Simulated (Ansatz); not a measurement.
A run of Ansatz 0.2.0:

Contents of input.yaml:

```yaml
crystal:
  lattice:
    - [4.865622, 0.0, 0.0]
    - [0.0, 4.865622, 0.0]
    - [0.0, 0.0, 4.865622]
  atoms:
    - { symbol: Te, position: [0.0, 0.0, 0.0] }
    - { symbol: Sn, position: [0.0, 0.5, 0.5] }
    - { symbol: Sn, position: [0.5, 0.0, 0.5] }
    - { symbol: Sn, position: [0.5, 0.5, 0.0] }
kpoints:
  mp_grid: { grid: [6, 6, 6] }
  band_path:
    path:
      - [0.0, 0.0, 0.0]
      - [0.0, 0.5, 0.0]
      - [0.5, 0.5, 0.0]
      - [0.0, 0.0, 0.0]
      - [0.5, 0.5, 0.5]
      - [0.0, 0.5, 0.0]
    npoints: 6
scf:
  occupations: { method: fermi_dirac, width: 0.05 }
hamiltonian:
  xc: pbesol
  pseudopotentials: { kind: all_electron, lapw: { basis_error: 0.002 } }
output:
  forces: true
  stress: true
  eigenvalues: true
```

Potentials or basis: all-electron LAPW, scalar-relativistic.

Command:

```sh
$ ansatz run input.yaml --threads 2 --pin off --max-ram 8192MiB --backend cpu --events-out ev --progress --plain --runs-dir out
```

Hardware: 2 threads of Arm Neoverse V2 (shared host).

Q: Estimate the wall time of this run.

A: Wall time 12 s on 2 threads of Arm Neoverse V2, with other jobs on the host, peak memory 0.36 GiB. Counts: scf iterations 10, plane waves 437, k points 20, bands 54.
